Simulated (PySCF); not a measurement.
# C3H8AlNO: the cost of one run

Programs: PySCF 2.14.0, with density-fitted response routines of our own. Each step states its level of theory. These are calculated values for one molecule in the gas phase, unless marked as measured. Atoms are numbered from 0 throughout.

### 1 The molecule as given

14 atoms, charge 0, multiplicity 1; geometry from: GFN2-xTB.

Bonds of the start (Å): C0–O1 1.41, O1–Al2 1.89, O1–C3 1.41, C3–C4 1.45, C4–N5 1.14, C0–H6 1.09, C0–H7 1.09, C0–H8 1.09, Al2–H9 1.58, Al2–H10 1.57, Al2–H11 1.58, C3–H12 1.10, C3–H13 1.10.

### 2 Excited states and response: B3LYP/def2-SVPD

What the job is given:

```
{"job": {"kind": "uv", "xc": "B3LYP", "basis": "def2-SVPD", "nstates": 8, "ntriplets": 3}, "charge": 0, "multiplicity": 1}
C     -0.476039    -1.486721    -0.056959
O     -0.279190    -0.087649    -0.047423
Al    -1.308052     1.357013     0.594247
C      0.920019     0.353141    -0.645156
C      2.097682    -0.128665     0.047579
N      3.015644    -0.539976     0.587552
H      0.313984    -1.997299     0.500228
H     -1.436325    -1.655473     0.428008
H     -0.508951    -1.865746    -1.082747
H     -0.254558     1.958134     1.601456
H     -2.493510     0.472075     1.121573
H     -1.449356     2.125123    -0.781708
H      0.889826     1.450210    -0.588437
H      0.968149     0.045360    -1.700379
```

Method: TDDFT B3LYP/def2-SVPD, vertical, gas phase, core orbitals frozen in the response.

Started as:

```bash
$ OMP_NUM_THREADS=1 python probes_run.py task.json out
```

The driver reads the jobs from task.json and runs them one after another.

**Question.** How long does this first job take on 1 thread of Arm Neoverse V1, shared host, and how much memory does it need?

About 24 s, with a peak of 0.77 GiB.
